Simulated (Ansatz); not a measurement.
Crystal: KMg6Zn.

```
Zn K Mg
1.0
     5.19403    0.00000    0.00000
     0.00000    3.38719    5.78567
     0.00000   -3.38719    5.78567
Zn K Mg
1 1 6
Direct
  0.00000 0.85258 0.85258
  0.50000 0.67084 0.67084
  0.50000 0.16334 0.16334
  0.50000 0.67599 0.15860
  0.50000 0.15860 0.67599
  0.00000 0.33272 0.33272
  0.00000 0.84410 0.30183
  0.00000 0.30183 0.84410
```

The cell comes from a database or a generator and needn't be the stable form of this composition.

| Item | Value |
| --- | --- |
| Program | Ansatz 0.2.0 |
| Task | single point |
| Functional | PBE |
| Potentials or basis | Ansatz PAW |
| Cutoff | 420 eV (not typed: the program's choice for these potentials) |
| k mesh | 5 × 5 × 5 |
| Occupations | fermi-dirac, width 0.05 eV |
| Spin | no spin polarisation |

On this cell: pressure 0.0 GPa; largest force 0.104 eV/Å; band gap on the k mesh none (metal or under the smearing width).

The same run follows on a disturbed copy (atoms moved at random, drawn with an rms of 0.05 Å):

```xyz
8
Lattice="5.1940 0.0000 0.0000 0.0000 3.3872 5.7857 0.0000 -3.3872 5.7857" Properties=species:S:1:pos:R:3 pbc="T T T"
Zn    0.0089    0.0063    9.8617
K     2.6123   -0.0463    7.7509
Mg    2.5591    0.0089    1.8557
Mg    2.5583    1.7422    4.8469
Mg    2.6036   -1.7514    4.8526
Mg    0.0314    0.0573    3.8646
Mg    0.0157    1.8469    6.6810
Mg   -0.0285   -1.8129    6.6408
```

Q: What does the disturbed cell give?

A: The energy (extrapolated to zero smearing) moves by +3.0 meV/atom; pressure 0.1 GPa; largest force 0.230 eV/Å; band gap on the k mesh none (metal or under the smearing width).

Forces on the atoms (eV/Å):
```
Zn  -0.006 -0.001  0.127
K   -0.045  0.175  0.142
Mg   0.098 -0.085  0.085
Mg   0.113  0.039 -0.007
Mg  -0.026 -0.033 -0.150
Mg  -0.113 -0.035 -0.034
Mg  -0.102  0.040 -0.072
Mg   0.081 -0.101 -0.091
```

Stress tensor (GPa, compression positive):
```
 0.86  0.01 -0.04
 0.01 -0.46  0.17
-0.04  0.17 -0.25
```
